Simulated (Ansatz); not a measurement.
# InSiH5 (SMILES [SiH3][InH2]) at CAM-B3LYP/def2-TZVP (core potential)

Aim: the electronic atomisation energy of InSiH5 at CAM-B3LYP/def2-TZVP (core potential), from 4 runs. 

Program for the calculation: Ansatz 0.2.0.

37 further runs of the same task are left out: 37 set aside as unsound or not needed.

### Step 1. The system as given

InSiH5 has 7 atoms, charge 0, and is taken as a singlet. As SMILES, `[SiH3][InH2]`. The shape is that of a PBE0-D4/def2-TZVP optimisation.

Bond lengths: Si1–In2 2.575 Å, Si1–H3 1.488 Å, Si1–H4 1.491 Å, Si1–H5 1.491 Å, In2–H6 1.729 Å, In2–H7 1.730 Å. Angles: Si1–In2–H6 122.1°, Si1–In2–H7 119.9°, In2–Si1–H3 113.2°, In2–Si1–H4 110.5°, In2–Si1–H5 110.1°, H6–In2–H7 118.0°, H3–Si1–H4 107.8°, H3–Si1–H5 107.7°, H4–Si1–H5 107.3°.

### Step 2. The energy at CAM-B3LYP/def2-TZVP (core potential)

run.yaml

```yaml
basis:
  gaussian:
    orbitals: def2-TZVP
crystal:
  periodic: [false, false, false]
  atoms:
    - symbol: Si
      position_ang: [-0.667100, -0.641500, -0.642100]
    - symbol: In
      position_ang: [0.830800, 0.837600, 0.840500]
    - symbol: H
      position_ang: [-2.119900, -0.371100, -0.463600]
    - symbol: H
      position_ang: [-0.432000, -2.083300, -0.345900]
    - symbol: H
      position_ang: [-0.338000, -0.425500, -2.080000]
    - symbol: H
      position_ang: [0.179100, 2.062100, 1.872000]
    - symbol: H
      position_ang: [2.547100, 0.621800, 0.819100]
hamiltonian:
  xc: {name: CAM-B3LYP}
accuracy: high
output: {orbitals: {seedname: orbitals}}
```

Command:

```
$ ansatz run run.yaml --threads 1 --pin off --max-ram 3480MiB --events-out events.jsonl --progress --plain --runs-dir runs
```

Log:

```text
Warning: RAYON_NUM_THREADS=1 ignored (pool sized by the plan → 1); use --threads N
Functional definition: CAM-B3LYP
  name "CAM-B3LYP"
  parameter alpha = 0.19
  parameter beta = 0.46
  parameter omega = 0.33/bohr
  parameter ac = 0.81
  exchange = (1 - alpha - beta)*b88_x + beta*b88_x_sr(omega) + alpha*exact_x + beta*exact_x_lr(omega)
  correlation = (1 - ac)*vwn5_c + ac*lyp_c
2299 factors; integrals over basis functions are off by at most 3.6e-9 eV
513 factors; integrals over basis functions are off by at most 2.1e-9 eV
mean field evaluation 1: about -13131.2090 eV, gradient 1.4e1 eV
mean field evaluation 2: about -13131.6636 eV, gradient 9.1e0 eV
mean field evaluation 4: about -13131.8139 eV, gradient 3.1e-1 eV
mean field evaluation 8: about -13131.8577 eV, gradient 2.5e-2 eV
mean field evaluation 16: about -13131.8577 eV, gradient 7.9e-6 eV
mean field -13131.85771863 eV, -482.5868700668 hartree, gradient 2.6e-8 eV, S^2 0.000000; 0 other end points of the search recorded, 0 dependent functions left out
reference -13131.85774058 eV, -482.5868708736 hartree; 20, 20 occupied and 97, 97 virtual orbitals, 2299 factors
Total energy: -13131.85774058 eV, -482.5868708736 hartree
```

Wall time 12 s (1 thread of Arm Neoverse V2, shared host); peak memory 0.47 GiB.

### Step 3. The H atom

molecule.yaml

```yaml
crystal:
  periodic: [false, false, false]
  atoms:
    - {symbol: H, position_ang: [0.000000, 0.000000, 0.000000]}
basis:
  gaussian:
    orbitals: def2-TZVP
magnetization:
  spin_polarized: true
  initial_magnetization: 1
hamiltonian:
  xc: {name: CAM-B3LYP}
accuracy: high
```

Run the same way, it converges to -0.49881 Eh (log not shown).

### Step 4. The In atom

in.yaml

```yaml
crystal:
  periodic: [false, false, false]
  atoms:
    - {symbol: In, position_ang: [0.000000, 0.000000, 0.000000]}
basis:
  gaussian:
    orbitals: def2-TZVP
magnetization:
  spin_polarized: true
  initial_magnetization: 1
hamiltonian:
  xc: {name: CAM-B3LYP}
accuracy: high
```

Command:

```
$ ansatz run in.yaml --threads 1 --pin off --max-ram 3480MiB --events-out events.jsonl --progress --plain --runs-dir runs
```

Log:

```text
Warning: RAYON_NUM_THREADS=1 ignored (pool sized by the plan → 1); use --threads N
Functional definition: CAM-B3LYP
  name "CAM-B3LYP"
  parameter alpha = 0.19
  parameter beta = 0.46
  parameter omega = 0.33/bohr
  parameter ac = 0.81
  exchange = (1 - alpha - beta)*b88_x + beta*b88_x_sr(omega) + alpha*exact_x + beta*exact_x_lr(omega)
  correlation = (1 - ac)*vwn5_c + ac*lyp_c
511 factors; integrals over basis functions are off by at most 2.5e-9 eV
194 factors; integrals over basis functions are off by at most 1.2e-9 eV
mean field evaluation 1: about -5172.6298 eV, gradient 2.5e0 eV
mean field evaluation 2: about -5172.6759 eV, gradient 1.0e0 eV
mean field evaluation 4: about -5172.6821 eV, gradient 4.0e-1 eV
mean field evaluation 8: about -5172.6833 eV, gradient 1.0e-3 eV
mean field evaluation 16: about -5172.6833 eV, gradient 2.3e-8 eV
mean field -5172.68329380 eV, -190.0926048765 hartree, gradient 1.0e-7 eV, S^2 0.753131; 0 other end points of the search recorded, 0 dependent functions left out
reference -5172.68330521 eV, -190.0926052959 hartree; 11, 10 occupied and 39, 40 virtual orbitals, 511 factors
Total energy: -5172.68330521 eV, -190.0926052959 hartree
```

It took 2.9 s on 1 thread of Arm Neoverse V2, shared host; peak memory 0.13 GiB.

### Step 5. The Si atom at the same level

molecule.yaml

```yaml
crystal:
  periodic: [false, false, false]
  atoms:
    - {symbol: Si, position_ang: [0.000000, 0.000000, 0.000000]}
basis:
  gaussian: {orbitals: def2-TZVP}
magnetization: {spin_polarized: true, initial_magnetization: 2}
hamiltonian: {xc: {name: CAM-B3LYP}}
accuracy: high
```

Run the same way, it converges to -289.37687 Eh (log not shown).

### Step 6. What came out

At CAM-B3LYP/def2-TZVP (core potential):

```
                     quantity          value
       molecule: total energy  -482.58687 Eh
        molecule: HOMO energy       -8.59 eV
        molecule: LUMO energy       -1.31 eV
      molecule: HOMO–LUMO gap        7.28 eV
         H atom: total energy    -0.49881 Eh
                 H atom: ⟨S²⟩          0.750
        In atom: total energy  -190.09261 Eh
                In atom: ⟨S²⟩          0.753
        Si atom: total energy  -289.37687 Eh
                Si atom: ⟨S²⟩          2.005
electronic atomisation energy      16.962 eV
```

**Reading.** Taking the molecule apart into free atoms costs 16.96 eV (391 kcal/mol), before zero-point energy and without spin-orbit coupling.
